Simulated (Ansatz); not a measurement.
# GaGe: equation of state with PBE0

The system is GaGe.

```xyz
2
Lattice="0.0000 2.8978 2.8978 2.8978 0.0000 2.8978 2.8978 2.8978 0.0000" Properties=species:S:1:pos:R:3 pbc="T T T"
Ge    0.0000    0.0000    0.0000
Ga    1.4489    1.4489    1.4489
```

The cell comes from a database or a generator and needn't be the stable form of this composition.

| Property | Result |
| --- | --- |
| Program | Ansatz 0.2.0 |
| Task | equation of state |
| Functional | PBE0 |
| Potentials or basis | Ansatz PAW |
| Cutoff | 420 eV |
| Density cutoff | 1680 eV |
| k mesh | 6 × 6 × 6 |
| Occupations | fermi-dirac, width 0.05 eV |
| Spin | no spin polarisation |

```json
{"Equilibrium volume": "23.72 Å³/atom", "Bulk modulus": "57 GPa", "Pressure derivative of the bulk modulus": "4.6"}
```

Energy against volume, from the lowest point:
```csv
volume (Å³/atom),energy (meV/atom)
22.875,5.61
23.361,0.85
23.848,0.00
24.335,2.61
24.821,8.27
25.308,16.74
25.795,27.63
```

All runs of the series together: 3.4 min on 2 threads of AMD EPYC 7R13 Processor (Zen 3), on a shared host.

Caveat: the PAW data sets were made with another functional, which shifts forces and pressure a little.
